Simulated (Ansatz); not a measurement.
# AlGeF (singlet): wave-function methods side by side at a displaced geometry (v1), cc-pVDZ

An exercise on one series of results from a longer session: the logs are not shown, and one member is left open.

Method: cc-pVDZ, core rule «outside noble gas», up to 20 orbitals frozen; program: Ansatz 0.2.0, Gaussian basis.

To be run: UHF; CCSD(T) on RHF; CCSD(T) on UHF; BCCD(T) on RHF; CISD; CCSDT(Q) on RHF; CCSDT(Q) on UHF.

24 further runs of the same task are left out: 6 for a known fault of the program, 7 that didn't finish, 11 set aside as unsound or not needed.

## The system

The geometry is a PBE0/def2-TZVP stationary point (not a proven minimum) with its atoms shifted at random (size 0.040 Å). No spin-orbit coupling is included. The filled d shell of Ge may be among the frozen orbitals whatever the setting's name suggests; the logs give the count.

3 atoms, charge 0, spin multiplicity 1.

Atoms are counted from 1 here; the program's logs count them from 0.

Bond lengths: Al1–Ge2 2.434 Å, Al1–F3 1.596 Å. Angles: Ge2–Al1–F3 178.0°.

The first run:

The input, in.yaml:

```yaml
crystal:
  periodic: [false, false, false]
  atoms:
    - {symbol: Al, position_ang: [-0.015433, -0.009008, 0.279440]}
    - {symbol: Ge, position_ang: [-0.016266, -0.025151, -2.154013]}
    - {symbol: F, position_ang: [0.031698, 0.034159, 1.874573]}
basis:
  gaussian: {orbitals: cc-pVDZ}
magnetization: {spin_polarized: true, initial_magnetization: 0}
hamiltonian: {xc: hf}
output: {orbitals: {seedname: orbitals}}
```

Launch:

```console
$ ansatz run in.yaml --threads 1 --pin off --events-out ev --progress --plain --max-ram 2393MiB
```

Steps of the session up to this table: UHF; CCSD(T) on RHF; CCSD(T) on UHF; BCCD(T) on RHF; CISD; CCSDT(Q) on RHF; CCSDT(Q) on UHF.

One of the session's tables, all rows but one given; the rest of the session is left out.

| method | from RCCSDT(Q) (kcal/mol) |
| --- | --- |
| RHF | +217.21 |
| UHF | +195.02 |
| RMP2 | ? |
| UMP2 | +12.74 |
| CISD | +33.04 |
| RCCSD | +10.63 |
| UCCSD | -2.40 |
| RCCSD(T) | +4.68 |
| UCCSD(T) | -8.54 |
| BCCD(T) | +4.60 |
| RCCSDT | +1.94 |
| UCCSDT | -13.26 |
| RCCSDT(Q) | 0 |
| UCCSDT(Q) | -15.27 |

**Question.** Estimate the row for RMP2.

As computed: from RCCSDT(Q) (kcal/mol): +27.03. In the column «from RCCSDT(Q) (kcal/mol)» it lies between UMP2 (+12.74) and CISD (+33.04).

The program flags UCCSD(T), RCCSDT(Q), UCCSDT(Q) as in doubt (see the logs), so the zero of the table is itself unsure.

To keep in mind: The determinant is far from a pure spin state, so its energy mixes those of several spin states (harmless only where they are near-degenerate, as at dissociation). The report flags that the cluster equations may have other roots. The program flags UCCSD(T), RCCSDT(Q), UCCSDT(Q) as in doubt, so the zero of the table is itself unsure. Warnings: restricted reference is unstable; spin contamination. Restricted and unrestricted rows rest on different reference determinants; where their highest levels disagree by more than a few hundredths of an eV, they describe different states and don't form one ladder.
